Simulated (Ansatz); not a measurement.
**C₂H₆Cl₂Se₂Zr: small, medium and large basis sets**

An exercise on one series of results from a longer session: the logs are not shown, and one member is left open.

Computed with Ansatz 0.2.0, Gaussian basis. Level: one geometry, several basis sets.

The runs, in order: PBE0-D4/def2-SVP; ωB97M-V/def2-SVP; PBE0-D4/def2-QZVPP; ωB97M-V/def2-QZVPP; the functionals' def2-TZVPP values are taken from earlier runs.

**The relaxed structure**

An earlier PBE0-D4 in a triple-zeta def2 set relaxation fixed the geometry. Zr takes the def2 core potential; no spin-orbit term is included.

SMILES `C[Se][Zr]([Cl])([Cl])[Se]C`, 13 atoms, charge 0, spin multiplicity 1.

Atoms are counted from 1 here; the program's logs count them from 0.

Bond lengths: C1–Se2 1.973 Å, C1–H8 1.087 Å, C1–H9 1.087 Å, C1–H10 1.095 Å, Se2–Zr3 2.516 Å, Zr3–Cl4 2.350 Å, Zr3–Cl5 2.332 Å, Zr3–Se6 2.527 Å, Se6–C7 1.972 Å, C7–H11 1.088 Å, C7–H12 1.094 Å, C7–H13 1.087 Å. Angles: Se2–C1–H8 107.2°, Se2–C1–H9 108.3°, Se2–C1–H10 113.0°, H8–C1–H9 111.3°, H8–C1–H10 108.0°, H9–C1–H10 109.1°, C1–Se2–Zr3 86.5°, Se2–Zr3–Cl4 111.8°, Se2–Zr3–Cl5 109.5°, Se2–Zr3–Se6 105.6°, Cl4–Zr3–Cl5 111.4°, Cl4–Zr3–Se6 108.9°, Cl5–Zr3–Se6 109.5°, Zr3–Se6–C7 88.0°, Se6–C7–H11 107.7°, Se6–C7–H12 112.9°, Se6–C7–H13 108.3°, H11–C7–H12 108.3° and more.

The first run:

File in.yaml:

```yaml
crystal:
  periodic: [false, false, false]
  atoms:
    - {symbol: C, position_ang: [0.054191, -2.776030, 0.111811]}
    - {symbol: Se, position_ang: [-0.433935, -2.218363, -1.717229]}
    - {symbol: Zr, position_ang: [-0.724883, 0.094705, -0.769776]}
    - {symbol: Cl, position_ang: [-2.053226, 0.085105, 1.168559]}
    - {symbol: Cl, position_ang: [-1.616785, 1.498809, -2.403842]}
    - {symbol: Se, position_ang: [1.600445, 0.877726, -0.165225]}
    - {symbol: C, position_ang: [0.787147, 2.540231, 0.516279]}
    - {symbol: H, position_ang: [1.004306, -3.300663, 0.044496]}
    - {symbol: H, position_ang: [-0.729246, -3.426548, 0.491744]}
    - {symbol: H, position_ang: [0.182043, -1.931965, 0.796884]}
    - {symbol: H, position_ang: [1.262748, 3.374285, 0.005528]}
    - {symbol: H, position_ang: [-0.289976, 2.593962, 0.331744]}
    - {symbol: H, position_ang: [0.957172, 2.588745, 1.589037]}
basis:
  gaussian: {orbitals: def2-SVP}
hamiltonian: {xc: pbe0, dispersion: d4}
output: {orbitals: {seedname: orbitals}}
```

Launch:

```bash
$ ansatz run in.yaml --threads 4 --pin off --events-out ev --progress --plain --max-ram 66560MiB --backend cpu
```

Among the steps run: PBE0-D4 in def2-SVP; ωB97M-V in def2-SVP; PBE0-D4 in def2-QZVPP; ωB97M-V in def2-QZVPP.

One table of the session follows, with a row left open; its other results are not shown here.

It belongs to the step «Density functionals: the series». 

| functional | basis | HOMO (eV) | LUMO (eV) |
| --- | --- | --- | --- |
| PBE0-D4 | def2-SVP | -7.11 | -2.35 |
| PBE0-D4 | def2-TZVPP | -7.13 | -2.36 |
| PBE0-D4 | def2-QZVPP | -7.14 | -2.36 |
| ωB97M-V | def2-SVP | -9.17 | -0.36 |
| ωB97M-V | def2-TZVPP | -9.22 | -0.41 |
| ωB97M-V | def2-QZVPP | ? | ? |

Estimate the missing values for ωB97M-V, def2-QZVPP.

The run gave: HOMO (eV): -9.23; LUMO (eV): -0.43. In the column «HOMO (eV)» it is the lowest.
